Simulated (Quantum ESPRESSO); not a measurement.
## MoSe: zone-centre phonons under several settings

```xyz
2
Lattice="3.5002 0.0000 0.0000 0.0000 3.5002 0.0000 0.0000 0.0000 3.5002" Properties=species:S:1:pos:R:3 pbc="T T T"
Mo    0.0000    0.0000    0.0000
Se    1.7501    1.7501    1.7501
```

The cell was built by a generator and needn't be a form met in nature.

All runs used Quantum ESPRESSO 7.5; k mesh 6 × 6 × 6, shifted; given cell, atoms relaxed; no spin polarisation; occupations fermi-dirac, width 0.05 eV.

| level | potentials | cutoff (eV) | pressure (GPa) | lowest optical mode without the field (cm⁻¹) |
| --- | --- | --- | --- | --- |
| PBE | GBRV 1.5 PBE | 612 | -26.8 | 121i |
| PBE | JTH 2.0 PBE | 707 | -26.5 | 121i |
| PBE | SG15 PBE 1.2 | 952 | -26.6 | 120i |
| PBE | SSSP 1.3 efficiency PBE | 816 | -26.6 | 121i |
| PBE | SPMS 1.0 PBE | 952 | -26.5 | 121i |
| PBE | Ansatz NC SR PBE | 1170 | ? | ? |
| PBE | PseudoDojo 0.4.1 SR PBE standard | 1170 | -26.4 | 121i |

Task: What stands in the row left open?

Result: Pressure -26.5 GPa; lowest optical mode without the field 121i cm⁻¹.

Values marked i are imaginary: the cell is unstable against those modes at that level, or the meshes are too thin.

Caveats: the mesh is thin for the phonons of a metal; some modes are imaginary; the cell is more than 3 GPa from zero pressure, which shifts response properties.

For the row left open. Caveat: the k mesh is coarse; the mesh is thin for the phonons of a metal; some modes are imaginary; the cell is more than 3 GPa from zero pressure, which shifts response properties.

The runs don't all hold the same shells in valence.
